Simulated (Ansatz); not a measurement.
# TiC3: the cost of one run

Method: DFT PBE, scalar-relativistic, plane waves, PAW, in Ansatz 0.2.0.

1 further run of the same task is left out (it didn't finish).

## (1) The structure to begin with

It takes space group Pm-3n (No. 223, cubic). Conventional cell: a = 4.059 Å, b = 4.059 Å, c = 4.059 Å, α = 90.00°, β = 90.00°, γ = 90.00°. Ti (site symmetry m-3) is surrounded by 12 C at 2.27 Å. C (site symmetry -4m2) is surrounded by 2 C at 2.03 Å and 4 Ti at 2.27 Å.

Coordinates:

```xyz
8
Lattice="4.0593 0.0000 0.0000 0.0000 4.0593 0.0000 0.0000 0.0000 4.0593" Properties=species:S:1:pos:R:3 pbc="T T T"
Ti    0.0000    0.0000    0.0000
Ti    2.0296    2.0296    2.0296
C     1.0148    0.0000    2.0296
C     3.0445    0.0000    2.0296
C     0.0000    2.0296    1.0148
C     0.0000    2.0296    3.0445
C     2.0296    3.0445    0.0000
C     2.0296    1.0148    0.0000
```

The cell was relaxed beforehand at this level, from a database cell with other species swapped in; it needn't be the stable form of this composition. At a tolerance of 0.05 Å it has space group Pm-3n (No. 223); it has 8.36 Å³/atom, an uncorrected energy of +1.98 eV/atom over the elements.

## (2) Electronic structure at the relaxed geometry

File input.yaml:

```yaml
crystal:
  lattice:
    - [4.0592964113, 0.0, 0.0]
    - [0.0, 4.0592964113, 0.0]
    - [0.0, 0.0, 4.0592964113]
  atoms:
    - { symbol: Ti, position: [0.0, 0.0, 0.0] }
    - { symbol: Ti, position: [0.5, 0.5, 0.5] }
    - { symbol: C, position: [0.25, 0.0, 0.5] }
    - { symbol: C, position: [0.75, 0.0, 0.5] }
    - { symbol: C, position: [0.0, 0.5, 0.25] }
    - { symbol: C, position: [0.0, 0.5, 0.75] }
    - { symbol: C, position: [0.5, 0.75, 0.0] }
    - { symbol: C, position: [0.5, 0.25, 0.0] }
basis:
  ecutwfc: 420
kpoints:
  mp_grid: { grid: [10, 10, 10] }
  band_path:
    path:
      - [[0.0, 0.0, 0.0], [0.0, 0.5, 0.0], [0.5, 0.5, 0.0], [0.0, 0.0, 0.0], [0.5, 0.5, 0.5], [0.0, 0.5, 0.0]]
      - [[0.5, 0.5, 0.5], [0.5, 0.5, 0.0]]
    npoints: 14
hamiltonian:
  xc: pbe
scf:
  occupations: { method: gaussian, width: 0.1 }
  n_extra_bands: 20
output:
  forces: true
  stress: true
  eigenvalues: true
  populations: true
  dos: { projected: true, de: 0.02, nscf_kmesh: { grid: [12, 12, 12] } }
  bader: true
  write_density: true
  write_potential: true
  elf: true
  volumetric_format: npy
```

The run is started by

```console
ansatz run input.yaml --threads 1 --pin off --max-ram 2560MiB --backend cpu --events-out ev --progress --plain --runs-dir out
```

What time and memory should one allow on 1 thread of Intel Xeon at 2.70GHz, shared host?

About 66 s, with a peak of 0.47 GiB.
